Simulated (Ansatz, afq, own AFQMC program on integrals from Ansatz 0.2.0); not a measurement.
**TiO (triplet): AFQMC on the coupled-cluster ladder at distance Ti1–O2 = 1.450 Å, def2-SVP**

How near does AFQMC come to the top of the ladder for TiO (triplet)?

The runs use Ansatz 0.2.0, Gaussian basis, and an in-house AFQMC program (afq) on its integrals; all values are calculated; def2-SVP, frozen cores.

Plan: PBE (unrestricted); r2SCAN (unrestricted); PBE0 (unrestricted); B3LYP (unrestricted); wB97M-V (unrestricted); B2PLYP (unrestricted); CCSD(T) on UHF; CCSDT(Q) on UHF; Phaseless AFQMC, CISD trial on UHF; Phaseless AFQMC, single-determinant trial on UHF.

11 further runs of the same task are left out: 11 that didn't finish.

### 1 The geometry

The geometry derives from a PBE0/def2-TZVP stationary point (not a proven minimum). One bond is set to the value named and the two fragments are kept rigid.

2 atoms, charge 0, spin multiplicity 3.

Atoms are counted from 1 here; the program's logs count them from 0.

Bond lengths: Ti1–O2 1.450 Å.

### 2 PBE (unrestricted)

in.yaml reads:

```yaml
crystal:
  periodic: [false, false, false]
  atoms:
    - {symbol: Ti, position_ang: [0.000000, 0.000000, 0.000000]}
    - {symbol: O, position_ang: [0.000000, 0.000000, 1.450000]}
basis:
  gaussian: {orbitals: def2-SVP}
magnetization: {spin_polarized: true, initial_magnetization: 2}
hamiltonian: {xc: {name: PBE}}
output: {orbitals: {seedname: orbitals}}
```

Command:

```bash
$ ansatz run in.yaml --threads 1 --pin off --events-out ev --progress --plain --max-ram 1382MiB
```

Output:

```text
Functional definition: PBE
  name "PBE"
  cite "Perdew, Burke & Ernzerhof, Phys. Rev. Lett. 77, 3865 (1996) doi:10.1103/PhysRevLett.77.3865"
  parent pbe
  parameter kappa = 0.804
  parameter beta = 0.06672455060314922
  exchange = pbe_x(kappa = kappa, mu = beta*pi^2/3)
  correlation = pbe_c(beta = beta)
523 factors; their error is unknown
mean field evaluation 1: about -25137.7934 eV, gradient 4.4e1 eV
mean field evaluation 2: about -25059.6871 eV, gradient 1.2e2 eV
mean field evaluation 4: about -25139.9259 eV, gradient 4.3e1 eV
mean field evaluation 8: about -25148.2177 eV, gradient 1.4e-1 eV
mean field evaluation 16: about -25148.2010 eV, gradient 2.7e-5 eV
mean field evaluation 32: about -25148.2009 eV, gradient 1.7e-1 eV
mean field evaluation 64: about -25145.9881 eV, gradient 8.8e0 eV
mean field -25148.20103114 eV, -924.1793418316 hartree, gradient 2.2e-5 eV, S^2 2.005204; 9 other end points of the search recorded, 0 dependent functions left out
reference -25148.20107825 eV, -924.1793435629 hartree; 16, 14 occupied and 29, 31 virtual orbitals, 523 factors
Total energy: -25148.20107825 eV, -924.1793435629 hartree
```

It took 7.5 s on 1 thread of Arm Neoverse V1, shared host.

From the report: ⟨S²⟩ of the determinant 2.005 (pure triplet: 2.00).

### 3 r2SCAN (unrestricted)

Changes to in.yaml since step 2:

```diff
@@ -8,3 +8,2 @@
 magnetization: {spin_polarized: true, initial_magnetization: 2}
-hamiltonian: {xc: {name: PBE}}
-output: {orbitals: {seedname: orbitals}}
+hamiltonian: {xc: {name: r2SCAN}}
```

Launched as before.

Output:

```text
Functional definition: r2SCAN
  name "r2SCAN"
  cite "Furness, Kaplan, Ning, Perdew & Sun, J. Phys. Chem. Lett. 11, 8208 (2020) doi:10.1021/acs.jpclett.0c02405"
  cite "Furness, Kaplan, Ning, Perdew & Sun, J. Phys. Chem. Lett. 11, 9248 (2020) doi:10.1021/acs.jpclett.0c03077"
  parent r2scan
  parameter k0 = 0.174
  parameter k1 = 0.065
  parameter a1 = 4.9479
  exchange = r2scan_x(k0 = k0, k1 = k1, a1 = a1)
  correlation = r2scan_c
523 factors; their error is unknown
mean field evaluation 1: about -25144.6404 eV, gradient 4.2e1 eV
mean field evaluation 2: about -25096.9422 eV, gradient 1.0e2 eV
mean field evaluation 4: about -25153.2287 eV, gradient 1.8e1 eV
mean field evaluation 8: about -25154.4618 eV, gradient 7.6e-2 eV
mean field evaluation 16: about -25154.4174 eV, gradient 4.0e0 eV
mean field evaluation 32: about -25154.4457 eV, gradient 2.0e-5 eV
mean field -25154.44566314 eV, -924.4088278246 hartree, gradient 2.0e-5 eV, S^2 2.009027; 2 other end points of the search recorded, 0 dependent functions left out
reference -25154.44570023 eV, -924.4088291877 hartree; 16, 14 occupied and 29, 31 virtual orbitals, 523 factors
Total energy: -25154.44570023 eV, -924.4088291877 hartree
```

It took 8 s on 1 thread of Arm Neoverse V1, shared host.

From the report: ⟨S²⟩ of the determinant 2.009 (pure triplet: 2.00).

### 4 PBE0 (unrestricted)

Changes to in.yaml since step 3:

```diff
@@ -8,2 +8,3 @@
 magnetization: {spin_polarized: true, initial_magnetization: 2}
-hamiltonian: {xc: {name: r2SCAN}}
+hamiltonian: {xc: {name: PBE0}}
+output: {orbitals: {seedname: orbitals}}
```

Same command.

Output:

```text
Functional definition: PBE0
  name "PBE0"
  cite "Adamo & Barone, J. Chem. Phys. 110, 6158 (1999) doi:10.1063/1.478522"
  cite "Perdew, Burke & Ernzerhof, Phys. Rev. Lett. 77, 3865 (1996) doi:10.1103/PhysRevLett.77.3865"
  parent pbe
  parameter a = 0.25
  parameter kappa = 0.804
  parameter beta = 0.06672455060314922
  exchange = (1 - a)*pbe_x(kappa = kappa, mu = beta*pi^2/3) + a*exact_x
  correlation = pbe_c(beta = beta)
480 factors; integrals over basis functions are off by at most 8.7e-4 eV
mean field evaluation 1: about -25141.2987 eV, gradient 4.4e1 eV
mean field evaluation 2: about -25072.4434 eV, gradient 1.4e2 eV
mean field evaluation 4: about -25148.3267 eV, gradient 4.8e0 eV
mean field evaluation 8: about -25148.4824 eV, gradient 1.0e-1 eV
mean field evaluation 16: about -25148.4826 eV, gradient 5.4e-5 eV
mean field -25148.48261235 eV, -924.1896897502 hartree, gradient 5.4e-5 eV, S^2 2.006881; 1 other end points of the search recorded, 0 dependent functions left out
reference -25148.48264847 eV, -924.1896910774 hartree; 16, 14 occupied and 29, 31 virtual orbitals, 480 factors
Total energy: -25148.48264847 eV, -924.1896910774 hartree
```

It took 2.2 s on 1 thread of Arm Neoverse V1, shared host.

From the report: ⟨S²⟩ of the determinant 2.007 (pure triplet: 2.00).

### 5 B3LYP (unrestricted)

Changes to in.yaml since step 4:

```diff
@@ -8,3 +8,2 @@
 magnetization: {spin_polarized: true, initial_magnetization: 2}
-hamiltonian: {xc: {name: PBE0}}
-output: {orbitals: {seedname: orbitals}}
+hamiltonian: {xc: {name: B3LYP}}
```

The command is unchanged.

Output (excerpt; [...] marks lines left out):

```text
Functional definition: B3LYP
  name "B3LYP"
  cite "Stephens, Devlin, Chabalowski & Frisch, J. Phys. Chem. 98, 11623 (1994) doi:10.1021/j100096a001"
  cite "Becke, Phys. Rev. A 38, 3098 (1988) doi:10.1103/PhysRevA.38.3098"
  cite "Lee, Yang & Parr, Phys. Rev. B 37, 785 (1988) doi:10.1103/PhysRevB.37.785"
  cite "Vosko, Wilk & Nusair, Can. J. Phys. 58, 1200 (1980) doi:10.1139/p80-159"
[...]
480 factors; integrals over basis functions are off by at most 8.7e-4 eV
[...]
mean field -25156.47957425 eV, -924.4835726793 hartree, gradient 3.9e-5 eV, S^2 2.004538; 0 other end points of the search recorded, 0 dependent functions left out
reference -25156.47975961 eV, -924.4835794914 hartree; 16, 14 occupied and 29, 31 virtual orbitals, 480 factors
Total energy: -25156.47975961 eV, -924.4835794914 hartree
```

Wall time 2.2 s (1 thread of Arm Neoverse V1, shared host).

From the report: ⟨S²⟩ of the determinant 2.005 (pure triplet: 2.00).

### 6 wB97M-V (unrestricted)

Changes to in.yaml since step 5:

```diff
@@ -8,2 +8,3 @@
 magnetization: {spin_polarized: true, initial_magnetization: 2}
-hamiltonian: {xc: {name: B3LYP}}
+hamiltonian: {xc: {name: wB97M-V}}
+output: {orbitals: {seedname: orbitals}}
```

Launched as before.

Output (excerpt; [...] marks lines left out):

```text
Functional definition: wB97M-V
  name "wB97M-V"
  cite "Mardirossian & Head-Gordon, J. Chem. Phys. 144, 214110 (2016) doi:10.1063/1.4952647"
  cite "Becke, J. Chem. Phys. 107, 8554 (1997) doi:10.1063/1.475007"
  cite "Vydrov & Van Voorhis, J. Chem. Phys. 133, 244103 (2010) doi:10.1063/1.3521275"
  # Of w^i u^j: cxij and so on, Table III.
[...]
  gx(w, u) = 1 - cx + cx01*u + cx10*w
  gss(w, u) = css00 + css04*u^4 + css10*w + css20*w^2 + css43*w^4*u^3
  gos(w, u) = cos00 + cos10*w + (cos20 + cos21*u)*w^2 + (cos60 + cos61*u)*w^6
[...]
      + integral(e_c_pw_mod_opposite_spin*gos(b97_w_opposite, b97_u_opposite)) + vv10(b, c)
480 factors; integrals over basis functions are off by at most 8.7e-4 eV
88 factors; integrals over basis functions are off by at most 3.6e-4 eV
[...]
mean field -25153.82836991 eV, -924.3861427169 hartree, gradient 2.4e-5 eV, S^2 2.003947; 1 other end points of the search recorded, 0 dependent functions left out
reference -25153.82841160 eV, -924.3861442490 hartree; 16, 14 occupied and 29, 31 virtual orbitals, 480 factors
Total energy: -25153.82841160 eV, -924.3861442490 hartree
```

Run time: 12 s. Hardware: 1 thread of Arm Neoverse V1, shared host.

From the report: ⟨S²⟩ of the determinant 2.004 (pure triplet: 2.00).

### 7 B2PLYP (unrestricted)

Changes to in.yaml since step 6:

```diff
@@ -8,3 +8,3 @@
 magnetization: {spin_polarized: true, initial_magnetization: 2}
-hamiltonian: {xc: {name: wB97M-V}}
-output: {orbitals: {seedname: orbitals}}
+hamiltonian: {xc: {name: B2PLYP}}
+correlation: {electrons: outside_noble_gas}
```

Same command.

Output (excerpt; [...] marks lines left out):

```text
Functional definition: B2PLYP
  name "B2PLYP"
  cite "Grimme, J. Chem. Phys. 124, 034108 (2006) doi:10.1063/1.2148954"
  cite "Becke, Phys. Rev. A 38, 3098 (1988) doi:10.1103/PhysRevA.38.3098"
  cite "Lee, Yang & Parr, Phys. Rev. B 37, 785 (1988) doi:10.1103/PhysRevB.37.785"
[...]
480 factors; integrals over basis functions are off by at most 8.7e-4 eV
[...]
mean field -25144.73724207 eV, -924.0520499308 hartree, gradient 6.5e-6 eV, S^2 2.008382; 1 other end points of the search recorded, 0 dependent functions left out
10 core orbitals not correlated: weight in the atoms' cores, before any rotation towards them, 0.948 or more for the frozen orbitals, at most 0.042 for the correlated occupied ones
reference -25144.73735690 eV, -924.0520541511 hartree; 6, 4 occupied and 29, 31 virtual orbitals, 480 factors
second order -10.33042321 eV of doubles, -0.00000000 eV of singles
Total energy: -25147.52657117 eV, -924.1545558848 hartree
```

Wall time 3.2 s (1 thread of Arm Neoverse V1, shared host).

From the report: ⟨S²⟩ of the determinant 2.008 (pure triplet: 2.00).

### 8 CCSD(T) on UHF

Changes to in.yaml since step 7:

```diff
@@ -8,3 +8,2 @@
 magnetization: {spin_polarized: true, initial_magnetization: 2}
-hamiltonian: {xc: {name: B2PLYP}}
-correlation: {electrons: outside_noble_gas}
+correlation: {method: ccsd_t, electrons: outside_noble_gas, hamiltonian_folder: ham}
```

The command is unchanged.

Output (excerpt; [...] marks lines left out):

```text
Functional definition: HF
  name "HF"
  cite "Fock, Z. Phys. 61, 126 (1930) doi:10.1007/BF01340294"
  parent pbe
[...]
480 factors; integrals over basis functions are off by at most 8.7e-4 eV
[...]
mean field -25117.95382591 eV, -923.0677775416 hartree, gradient 5.9e-6 eV, S^2 2.027337; 4 other end points of the search recorded, 0 dependent functions left out
determinant -25117.95382591 eV, -923.0677775416 hartree, with singles and doubles -25125.23145010 eV, -923.3352252976 hartree
determinant -25116.05733089 eV, -922.9980826352 hartree, with singles and doubles -25123.43308844 eV, -923.2691367257 hartree
determinant -25115.43065032 eV, -922.9750525488 hartree, with singles and doubles -25122.73929482 eV, -923.2436402802 hartree
determinant -25115.24224310 eV, -922.9681287114 hartree, with singles and doubles -25122.50679894 eV, -923.2350962145 hartree
10 core orbitals not correlated: weight in the atoms' cores, before any rotation towards them, 0.939 or more for the frozen orbitals, at most 0.050 for the correlated occupied ones
reference -25117.95382591 eV, -923.0677775416 hartree; 6, 4 occupied and 29, 31 virtual orbitals, 480 factors
second order -7.59542476 eV of doubles, -0.00000000 eV of singles
cycle   1  -7.27770034 eV  change   -7.6e-5 eV  update   1.4e-3
[...]
cycle   9  -7.27904283 eV  change    6.0e-6 eV  update   1.4e-6
perturbative correction -0.43352765 eV, -0.0159318473 hartree
Total energy: -25125.66639639 eV, -923.3512092791 hartree
```

Wall time 4.2 s (1 thread of Arm Neoverse V1, shared host).

From the report: ⟨S²⟩ of the determinant 2.027 (pure triplet: 2.00); correlation -7.7126 eV; T1 0.036; largest double amplitude 0.06.

This run also writes the integrals to the folder ham.

### 9 CCSDT(Q) on UHF

Changes to in.yaml since step 8:

```diff
@@ -8,2 +8,2 @@
 magnetization: {spin_polarized: true, initial_magnetization: 2}
-correlation: {method: ccsd_t, electrons: outside_noble_gas, hamiltonian_folder: ham}
+correlation: {method: ccsdt_q, electrons: outside_noble_gas}
```

Launched as before.

Output (excerpt; [...] marks lines left out):

```text
Functional definition: HF
  name "HF"
  cite "Fock, Z. Phys. 61, 126 (1930) doi:10.1007/BF01340294"
  parent pbe
[...]
828 factors; integrals over basis functions are off by at most 1.9e-7 eV
[...]
mean field -25117.95395706 eV, -923.0677823614 hartree, gradient 6.2e-6 eV, S^2 2.027337; 4 other end points of the search recorded, 0 dependent functions left out
determinant -25117.95395706 eV, -923.0677823614 hartree, with singles and doubles -25125.23159491 eV, -923.3352306192 hartree
determinant -25116.05752549 eV, -922.9980897867 hartree, with singles and doubles -25123.43332972 eV, -923.2691455926 hartree
determinant -25115.43076289 eV, -922.9750566859 hartree, with singles and doubles -25122.73942291 eV, -923.2436449876 hartree
determinant -25115.24238463 eV, -922.9681339123 hartree, with singles and doubles -25122.50696233 eV, -923.2351022187 hartree
10 core orbitals not correlated: weight in the atoms' cores, before any rotation towards them, 0.939 or more for the frozen orbitals, at most 0.050 for the correlated occupied ones
reference -25117.95395706 eV, -923.0677823614 hartree; 6, 4 occupied and 29, 31 virtual orbitals, 828 factors
second order -7.59545055 eV of doubles, -0.00000000 eV of singles
cycle   1  -6.66448565 eV  change    9.3e-1 eV  update   1.8e-1
[...]
cycle  19  -7.72323075 eV  change    5.2e-7 eV  update   9.6e-7
perturbative correction -0.02685258 eV, -0.0009868141 hartree
Total energy: -25125.70404040 eV, -923.3525926707 hartree
```

Run time: 18 s. Hardware: 1 thread of Arm Neoverse V1, shared host.

From the report: ⟨S²⟩ of the determinant 2.027 (pure triplet: 2.00); correlation -7.7501 eV; T1 0.037; largest double amplitude 0.07.

### 10 Phaseless AFQMC, CISD trial on UHF

It reads the integrals that the CCSD(T) run on this determinant wrote.

Command:

```bash
$ afq ham --method phaseless --trial cisd --walkers 60 --populations 1 --least-time 40 --time-step 0.005 --steps-per-block 50 --equilibration-blocks 40 --max-blocks 300 --target-error 0.00038 --factor-cut 1e-05 --start spin_pure --seed 4628 --release-times 0.24,0.6,1.2,2,3,4.2 --release-step 0.04 --release-every 4 --taylor-order 6
```

Output:

```text
orbitals 35  electrons 6 4  factors 302 of 480
reference energy -923.06777754 Eh
CCSD correlation -0.26749990 Eh in 14 cycles, weight of the determinant in the CISD state 0.8929
energy of the start -923.334392 Eh
 block  time / (1/Eh)  mean weight  energy / Eh
     1     0.250  1.0005  -923.336342
     2     0.500  0.9969  -923.341943
     3     0.750  0.9985  -923.347439
     4     1.000  0.9996  -923.340586
     5     1.250  0.9977  -923.344239
     6     1.500  0.9995  -923.349684
     7     1.750  1.0036  -923.350838
     8     2.000  0.9998  -923.347040
     9     2.250  0.9996  -923.343750
    10     2.500  0.9982  -923.343699
    17     4.250  1.0031  -923.345346
    25     6.250  1.0024  -923.347642
    33     8.250  1.0014  -923.337878
    41    10.250  0.9985  -923.360342
    49    12.250  0.9989  -923.362266
    57    14.250  1.0035  -923.350347
    65    16.250  0.9971  -923.342805
    73    18.250  0.9979  -923.344116
    81    20.250  0.9989  -923.368200
    89    22.250  1.0025  -923.345547
    97    24.250  1.0053  -923.366265
   105    26.250  0.9984  -923.357131
   113    28.250  0.9975  -923.342430
   121    30.250  0.9995  -923.346158
   129    32.250  1.0008  -923.365216
   137    34.250  1.0025  -923.349119
   145    36.250  0.9985  -923.348560
   153    38.250  1.0028  -923.341147
   161    40.250  1.0010  -923.342384
   169    42.250  0.9999  -923.342611
   177    44.250  1.0029  -923.352146
   185    46.250  0.9997  -923.356437
   193    48.250  0.9987  -923.337585
   201    50.250  1.0013  -923.362311
   209    52.250  0.9983  -923.365869
   217    54.250  1.0018  -923.370500
   225    56.250  1.0009  -923.348322
   233    58.250  1.0028  -923.358985
   241    60.250  0.9988  -923.340908
   249    62.250  0.9980  -923.342263
   257    64.250  0.9994  -923.340239
   265    66.250  1.0011  -923.348569
   273    68.250  0.9997  -923.353249
   281    70.250  0.9990  -923.352211
   289    72.250  0.9990  -923.341160
   297    74.250  0.9973  -923.344046
   305    76.250  1.0006  -923.357072
   313    78.250  0.9966  -923.355048
   321    80.250  1.0008  -923.349292
   329    82.250  0.9985  -923.341066
   337    84.250  0.9989  -923.347824
blocks merged  error / Eh  count
     1  0.000666  300
     2  0.000792  150
     4  0.000893  75
     8  0.001048  37
    16  0.001011  18
    32  0.001197  9
released: time / (1/Eh)  energy / Eh  error  mean overlap
  0.24  -923.351068  0.001187  1.0068
  0.60  -923.352214  0.001012  1.0037
  1.20  -923.352502  0.000936  0.9877
  2.00  -923.353699  0.001603  0.9812
  3.00  -923.355597  0.002278  0.9448
  4.20  -923.350552  0.003002  0.9180
energy -923.352713 +/- 0.001048 Eh
```

It took 7.5 min on 1 thread of Arm Neoverse V1, shared host.

Energy -25125.7073 ± 0.0285 eV. Caveats: constraint bias not in the error; error above the target.

### 11 Phaseless AFQMC, single-determinant trial on UHF

It reads the integrals that the CCSD(T) run on this determinant wrote.

Command:

```bash
$ afq ham --method phaseless --trial hf --walkers 120 --populations 1 --least-time 40 --time-step 0.005 --steps-per-block 20 --equilibration-blocks 160 --max-blocks 600 --target-error 0.00114 --factor-cut 1e-05 --start spin_pure --seed 2300 --taylor-order 6
```

Output:

```text
orbitals 35  electrons 6 4  factors 302 of 480
reference energy -923.06777754 Eh
CCSD correlation -0.26749990 Eh in 14 cycles, weight of the determinant in the CISD state 0.8929
energy of the start -923.068725 Eh
 block  time / (1/Eh)  mean weight  energy / Eh
     1     0.100  1.0015  -923.157660
     2     0.200  1.0046  -923.196404
     3     0.300  1.0029  -923.226113
     4     0.400  1.0013  -923.252200
     5     0.500  1.0018  -923.295555
     6     0.600  1.0008  -923.328937
     7     0.700  1.0012  -923.328119
     8     0.800  1.0021  -923.306276
     9     0.900  1.0004  -923.290850
    10     1.000  1.0003  -923.338315
    20     2.000  0.9983  -923.290992
    39     3.900  1.0003  -923.396198
    58     5.800  1.0011  -923.384745
    77     7.700  0.9984  -923.402803
    96     9.600  1.0016  -923.359520
   115    11.500  0.9990  -923.374209
   134    13.400  1.0007  -923.316454
   153    15.300  0.9999  -923.290186
   172    17.200  1.0013  -923.342838
   191    19.100  1.0021  -923.408177
   210    21.000  1.0027  -923.439118
   229    22.900  1.0017  -923.361479
   248    24.800  0.9976  -923.337885
   267    26.700  1.0001  -923.352187
   286    28.600  0.9999  -923.349381
   305    30.500  1.0020  -923.367889
   324    32.400  0.9971  -923.353599
   343    34.300  0.9975  -923.268517
   362    36.200  0.9990  -923.337966
   381    38.100  1.0019  -923.369588
   400    40.000  1.0011  -923.389825
   419    41.900  0.9992  -923.331366
   438    43.800  0.9991  -923.301415
   457    45.700  0.9998  -923.341178
   476    47.600  0.9971  -923.346803
   495    49.500  0.9981  -923.309000
   514    51.400  1.0013  -923.294224
   533    53.300  0.9998  -923.318947
   552    55.200  1.0008  -923.308011
   571    57.100  0.9998  -923.356241
   590    59.000  1.0011  -923.356747
   609    60.900  1.0023  -923.409997
   628    62.800  1.0008  -923.354207
   647    64.700  1.0007  -923.340843
   666    66.600  1.0009  -923.372926
   685    68.500  1.0040  -923.438501
   704    70.400  0.9984  -923.326207
   723    72.300  1.0012  -923.348342
   742    74.200  0.9999  -923.362311
blocks merged  error / Eh  count
     1  0.001888  600
     2  0.002548  300
     4  0.003296  150
     8  0.004112  75
    16  0.004546  37
    32  0.005309  18
    64  0.005688  9
energy -923.357992 +/- 0.005309 Eh
```

Run time: 4.3 min. Hardware: 1 thread of Arm Neoverse V1, shared host.

Energy -25125.8510 ± 0.1445 eV. The run doesn't count as converged. Caveats: constraint bias not in the error; error above the target.

### 12 AFQMC on the ladder

On the UHF determinant, counted from CCSDT(Q) (a yardstick, not exact):

```tsv
level	energy (eV)	from CCSDT(Q) (kcal/mol)	statistical error (kcal/mol)	time
HF	-25117.9538	+178.72		
MP2	-25125.5493	+3.57		
CCSD	-25125.2329	+10.87		
CCSD(T)	-25125.6664	+0.87		
CCSDT(Q)	-25125.7040	0.00		
Phaseless AFQMC, CISD trial, step 0.005, 60 walkers	-25125.7073	-0.08	0.66	7.5 min
```

The functionals' totals stand on their own zeros and serve differences with other points: PBE -25148.201 eV; r2SCAN -25154.446 eV; PBE0 -25148.483 eV; B3LYP -25156.480 eV; wB97M-V -25153.828 eV; B2PLYP -25147.527 eV.

### 13 Results

| quantity | value |
| --- | --- |
| CCSD(T) on UHF from CCSDT(Q) | +0.87 kcal/mol |
| Phaseless AFQMC, CISD trial on UHF from CCSDT(Q) | -0.08 ± 0.66 kcal/mol |

On UHF the phaseless walk with the CISD trial lies -0.08 kcal/mol from CCSDT(Q), within three error bars. Error bars are statistical and leave out the constraint, the time step and what remains of the start.
